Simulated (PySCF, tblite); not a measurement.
# C14H30O2Si14: electronic excitations, NMR shifts, part 2 of 2

tblite 0.8.0 and PySCF 2.14.0. Atoms count from 0.

### 4 NMR shifts: GIAO KT3/pcSseg-1

Job settings and geometry (Å):

```
{"job": {"kind": "nmr", "xc": "KT3", "basis": "pcSseg-1", "pop": false}, "charge": 0, "multiplicity": 1}
C     -2.296919     0.353363    -2.526899
C     -0.022820    -1.842059    -2.557376
C     -0.053743     0.351109     4.041528
Si    -1.156448    -0.768677     2.971106
C     -2.225797     0.316463     1.844483
C     -0.079874    -1.850657     1.850548
C     -2.225420    -1.844394    -0.317001
C     -0.055272     0.361541    -0.361026
Si    -1.154441    -0.749821    -1.466072
Si    -1.156060    -2.971102     0.768038
Si    -3.336216    -0.704752     0.704331
C     -0.053020    -4.041011    -0.351924
C     -0.023612     2.556981     1.843091
C     -2.297551     2.527140    -0.352133
Si    -1.154961     1.465974     0.750332
Si    -3.393860     1.371376    -1.370931
C      2.129980     0.310263    -2.535689
Si     1.085808    -0.785904    -3.665383
C      2.124445     0.379114     1.851971
C      2.124793    -1.850872    -0.378742
Si     3.240818    -0.698974    -1.382375
Si     1.050355    -2.967676    -1.468633
Si     1.042539    -0.754066     0.754709
Si     1.049542     1.468346     2.968754
C      2.129673     2.536512    -0.308716
Si     3.240356     1.383166     0.700501
Si     1.058877     1.456543    -1.455478
Si     1.085177     3.665576     0.787693
O     -4.087074     0.325172    -0.325351
O      3.956719     0.337947    -0.336614
H     -2.917536    -0.265582    -3.170246
H     -1.714199     0.997557    -3.177631
H     -0.646433    -2.468507    -3.193689
H     -0.671320     0.961797     4.694464
H      0.565710    -0.258437     4.693858
H     -2.013637    -1.615492     3.843637
H     -2.864793     0.939255     2.470073
H      0.552037    -2.477841     2.477525
H     -2.864177    -2.469862    -0.940153
H     -2.013358    -3.844023     1.614370
H     -4.489967    -1.346915     1.346160
H     -0.670234    -4.694043    -0.962926
H      0.566754    -4.693025     0.257636
H     -0.647167     3.193150     2.469715
H     -1.714843     3.178503    -0.995642
H     -2.918462     3.169706     0.267282
H     -4.565978     1.995605    -1.995127
H      2.766277     0.936546    -3.160147
H      0.297543     0.033667    -4.609478
H      1.960418    -1.646466    -4.489911
H      2.757332    -0.248797     2.478410
H      2.758013    -2.477549     0.248642
H      4.412174    -1.326379    -2.008795
H      1.903124    -3.844671    -2.316395
H      1.902040     2.315757     3.846161
H      2.765902     3.161295    -0.934724
H      4.411375     2.009453     1.328293
H      0.304574     2.369740    -2.368593
H      0.297065     4.610000    -0.031705
H      1.959673     4.489834     1.648678
```

Level: GIAO KT3/pcSseg-1 NMR shielding, non-relativistic, gas phase.

Log:

```text
start: PBE on a coarse grid of 53704 points
cycle   1  E = -4751.1883918382  dE =  4.639e+00  |g| = 2.038e+00  |ddm| = 8.760e+00
cycle   2  E = -4748.6577387840  dE =  2.531e+00  |g| = 3.813e+00  |ddm| = 7.746e+00
cycle   3  E = -4751.9581641861  dE = -3.300e+00  |g| = 8.069e-01  |ddm| = 6.924e+00
cycle   4  E = -4752.1072042960  dE = -1.490e-01  |g| = 1.633e-01  |ddm| = 1.465e+00
cycle   5  E = -4752.1109436457  dE = -3.739e-03  |g| = 1.084e-01  |ddm| = 3.932e-01
cycle   6  E = -4752.1140194777  dE = -3.076e-03  |g| = 2.470e-02  |ddm| = 1.913e-01
cycle   7  E = -4752.1141592974  dE = -1.398e-04  |g| = 1.213e-02  |ddm| = 5.654e-02
cycle   8  E = -4752.1141918991  dE = -3.260e-05  |g| = 2.565e-03  |ddm| = 2.264e-02
final grid: 435599 points
cycle   9  E = -4798.7555156876  dE = -1.098e-01  |g| = 4.856e-01  |ddm| = 1.589e+00
cycle  10  E = -4798.7411534106  dE =  1.436e-02  |g| = 4.348e-01  |ddm| = 8.708e-01
cycle  11  E = -4798.7567885099  dE = -1.564e-02  |g| = 2.800e-01  |ddm| = 7.895e-01
cycle  12  E = -4798.7714968887  dE = -1.471e-02  |g| = 1.660e-02  |ddm| = 3.185e-01
cycle  13  E = -4798.7715613194  dE = -6.443e-05  |g| = 8.052e-03  |ddm| = 4.569e-02
cycle  14  E = -4798.7715778072  dE = -1.649e-05  |g| = 3.149e-03  |ddm| = 1.924e-02
cycle  15  E = -4798.7715829423  dE = -5.135e-06  |g| = 7.074e-04  |ddm| = 5.803e-03
cycle  16  E = -4798.7715837796  dE = -8.372e-07  |g| = 2.662e-04  |ddm| = 1.408e-03
cycle  17  E = -4798.7715828781  dE =  9.014e-07  |g| = 6.206e-05  |ddm| = 4.901e-04
converged SCF energy = -4798.7715828781

GIAO shielding tensors (ppm)
atom      isotropic    diamagn.    paramagn.     s11        s22        s33       span
  0 C      174.750     262.786     -88.036    168.604    174.711    180.934     12.330
  1 C      180.294     264.858     -84.564    167.868    182.561    190.452     22.583
  2 C      179.780     258.890     -79.110    172.141    177.551    189.650     17.509
  3 Si     387.140     885.250    -498.109    358.736    391.424    411.262     52.526
  4 C      170.351     267.268     -96.918    162.213    169.213    179.626     17.412
  5 C      174.263     264.753     -90.490    166.366    175.497    180.926     14.560
  6 C      170.354     267.269     -96.915    162.215    169.216    179.630     17.415
  7 C      162.279     268.134    -105.854    154.992    163.525    168.321     13.328
  8 Si     369.775     885.770    -515.995    362.183    368.091    379.051     16.868
  9 Si     387.135     885.250    -498.115    358.734    391.405    411.268     52.534
 10 Si     376.161     885.860    -509.700    345.029    384.732    398.721     53.693
 11 C      179.772     258.895     -79.122    172.122    177.558    189.638     17.516
 12 C      180.304     264.844     -84.539    167.875    182.578    190.460     22.585
 13 C      174.755     262.795     -88.040    168.607    174.717    180.941     12.334
 14 Si     369.782     885.770    -515.988    362.148    368.128    379.071     16.923
 15 Si     368.438     885.653    -517.215    338.333    372.085    394.896     56.563
 16 C      178.698     267.701     -89.003    171.647    175.103    189.345     17.698
 17 Si     409.758     884.973    -475.215    378.034    393.235    458.004     79.970
 18 C      167.404     266.809     -99.405    160.198    166.606    175.407     15.209
 19 C      167.392     266.794     -99.402    160.168    166.606    175.403     15.235
 20 Si     376.939     885.999    -509.061    349.633    383.892    397.290     47.657
 21 Si     385.071     885.127    -500.056    356.251    388.977    409.986     53.735
 22 Si     369.390     884.648    -515.258    361.549    364.590    382.031     20.482
 23 Si     385.094     885.128    -500.034    356.277    388.959    410.045     53.768
 24 C      178.702     267.709     -89.008    171.654    175.104    189.347     17.692
 25 Si     376.948     886.000    -509.052    349.660    383.888    397.296     47.636
 26 Si     382.911     888.271    -505.360    350.507    389.358    408.868     58.361
 27 Si     409.757     884.973    -475.216    378.031    393.226    458.014     79.983
 28 O      233.126     406.358    -173.232    153.800    260.787    284.790    130.990
 29 O      219.685     406.893    -187.208    139.448    243.298    276.310    136.862
 30 H       31.477      33.093      -1.617     27.259     28.663     38.509     11.251
 31 H       31.108      37.156      -6.049     26.943     30.256     36.123      9.180
 32 H       32.182      34.469      -2.287     27.882     28.781     39.884     12.002
 33 H       31.701      31.074       0.627     27.402     28.316     39.384     11.982
 34 H       31.714      31.710       0.004     27.388     28.476     39.278     11.891
 35 H       26.582      31.663      -5.081     22.630     24.085     33.030     10.400
 36 H       31.449      35.486      -4.037     27.627     28.873     37.849     10.222
 37 H       31.815      36.738      -4.923     27.635     29.649     38.161     10.526
 38 H       31.449      35.485      -4.036     27.627     28.872     37.849     10.222
 39 H       26.581      31.661      -5.080     22.630     24.085     33.030     10.400
 40 H       26.350      30.148      -3.798     21.973     23.780     33.297     11.324
 41 H       31.699      31.074       0.625     27.401     28.313     39.384     11.983
 42 H       31.714      31.712       0.002     27.389     28.478     39.276     11.887
 43 H       32.183      34.464      -2.280     27.883     28.782     39.885     12.002
 44 H       31.109      37.156      -6.047     26.943     30.257     36.126      9.183
 45 H       31.477      33.095      -1.617     27.261     28.663     38.509     11.248
 46 H       26.093      27.523      -1.430     21.920     22.882     33.477     11.557
 47 H       31.754      32.457      -0.703     26.427     28.876     39.960     13.533
 48 H       26.946      30.702      -3.756     23.291     25.063     32.483      9.192
 49 H       27.236      29.744      -2.509     23.082     24.403     34.222     11.140
 50 H       31.270      36.465      -5.195     27.856     28.803     37.151      9.294
 51 H       31.269      36.461      -5.192     27.854     28.803     37.150      9.295
 52 H       26.225      29.563      -3.338     21.674     23.714     33.288     11.614
 53 H       26.480      31.255      -4.775     22.422     23.995     33.025     10.603
 54 H       26.482      31.253      -4.772     22.422     23.997     33.026     10.604
 55 H       31.754      32.457      -0.703     26.427     28.876     39.960     13.534
 56 H       26.227      29.563      -3.336     21.675     23.716     33.290     11.615
 57 H       25.991      36.578     -10.587     23.949     24.588     29.435      5.487
 58 H       26.945      30.700      -3.754     23.291     25.062     32.483      9.192
 59 H       27.235      29.741      -2.506     23.082     24.403     34.222     11.139
```

Wall time 49 s (4 threads of Arm Neoverse V2, shared host); peak memory 2.5 GiB.

Shifts follow as δ = σ(reference) − σ, with reference shieldings (ppm) from runs at the same level and on the same kind of geometry: 1H TMS 31.76, 13C TMS 184.7, 29Si TMS 361.7, 17O H2O 330.8. The references are single molecules in the gas phase, so shifts against H2O, NH3, PH3, H3PO4 or CFCl3 are not on the usual liquid scales and can be off by tens of ppm. Atoms listed in one row are averaged.

```csv
atoms,environment,σ (ppm),δ (ppm)
C7,carbon bonded to 4 Si,162.3,22.4
"C18, C19","carbon bonded to 3 Si, H",167.4,17.3
"C4, C6","carbon bonded to 3 Si, H",170.4,14.4
C5,"carbon bonded to 3 Si, H",174.3,10.5
"C0, C13","carbon bonded to 2 Si, 2 H",174.8,10.0
"C16, C24","carbon bonded to 3 Si, H",178.7,6.0
"C2, C11","carbon bonded to 2 Si, 2 H",179.8,4.9
"C1, C12","carbon bonded to 3 Si, H",180.3,4.4
H57,hydrogen on a silicon bonded to 3 C,25.99,5.77
H46,"hydrogen on a silicon bonded to 2 C, O",26.09,5.67
"H52, H56","hydrogen on a silicon bonded to 2 C, O",26.23,5.53
H40,"hydrogen on a silicon bonded to 2 C, O",26.35,5.41
"H53, H54",hydrogen on a silicon bonded to 3 C,26.48,5.28
"H35, H39",hydrogen on a silicon bonded to 3 C,26.58,5.18
"H48, H58",hydrogen on a silicon bonded to 2 C,26.95,4.81
"H49, H59",hydrogen on a silicon bonded to 2 C,27.24,4.52
"H31, H44",hydrogen on a carbon bonded to 2 Si,31.11,0.65
"H50, H51",hydrogen on a carbon bonded to 3 Si,31.27,0.49
"H36, H38",hydrogen on a carbon bonded to 3 Si,31.45,0.31
"H30, H45",hydrogen on a carbon bonded to 2 Si,31.48,0.28
"H33, H41",hydrogen on a carbon bonded to 2 Si,31.70,0.06
"H34, H42",hydrogen on a carbon bonded to 2 Si,31.71,0.05
"H47, H55",hydrogen on a carbon bonded to 3 Si,31.75,0.01
H37,hydrogen on a carbon bonded to 3 Si,31.81,-0.05
"H32, H43",hydrogen on a carbon bonded to 3 Si,32.18,-0.42
Si15,"silicon bonded to 2 C, O, H",368.4,-6.8
Si22,silicon bonded to 4 C,369.4,-7.7
"Si8, Si14",silicon bonded to 4 C,369.8,-8.1
Si10,"silicon bonded to 2 C, O, H",376.2,-14.5
"Si20, Si25","silicon bonded to 2 C, O, H",376.9,-15.3
Si26,"silicon bonded to 3 C, H",382.9,-21.2
"Si21, Si23","silicon bonded to 3 C, H",385.1,-23.4
"Si3, Si9","silicon bonded to 3 C, H",387.1,-25.5
"Si17, Si27","silicon bonded to 2 C, 2 H",409.8,-48.1
O29,oxygen bonded to 2 Si,219.7,111.1
O28,oxygen bonded to 2 Si,233.1,97.7
```

Ring of atoms C0, C6, Si8, Si10, Si15, O28: NICS(0) -1.5, NICS(1) -1.0, NICS(1)zz 0.8 ppm (means of both faces).

The two faces differ (NICS(1)zz 3.4 and -1.8 ppm).

Ring of atoms C0, C7, Si8, C13, Si14, Si15: NICS(0) -1.4, NICS(1) -1.1, NICS(1)zz 1.8 ppm (means of both faces).

The two faces differ (NICS(1)zz 4.3 and -0.8 ppm).

Ring of atoms C1, C6, Si8, Si9, C11, Si21: NICS(0) -0.8, NICS(1) -0.8, NICS(1)zz 2.1 ppm (means of both faces).

### 5 What came out

The summary covers parts 1 to 2.

| quantity | value |
| --- | --- |
| lowest singlet (B3LYP/6-31G*) | 5.71 eV (217 nm), f = 0.004 |
| brightest single state of those computed | state 3, 6.00 eV, f = 0.006 |
| lowest triplet | 5.62 eV |
| vertical ionisation energy (ΔSCF) | 8.10 eV |
| 13C shifts against TMS (KT3/pcSseg-1, means over atoms taken as alike) | 22.4, 17.3, 14.4, 10.5, 10.0, 6.0, 4.9, 4.4 ppm |
| 1H shifts against TMS (KT3/pcSseg-1, means over atoms taken as alike) | 5.77, 5.67, 5.53, 5.41, 5.28, 5.18, 4.81, 4.52, 0.65, 0.49, 0.31, 0.28, 0.06, 0.05 ppm and more |
| 29Si shifts against TMS (KT3/pcSseg-1, means over atoms taken as alike) | -6.8, -7.7, -8.1, -14.5, -15.3, -21.2, -23.4, -25.5, -48.1 ppm |
| 17O shifts against H2O (KT3/pcSseg-1) | 111.1, 97.7 ppm |

In words: The lowest singlet, at 5.71 eV, is HOMO−1→LUMO 0.98 and is weak; of the 6 states computed, the strongest absorption comes from state 3 at 6.00 eV. The lowest triplet lies 0.10 eV below the lowest singlet. ΔSCF puts the ionisation energy at 8.10 eV, 1.22 eV above −ε(HOMO).
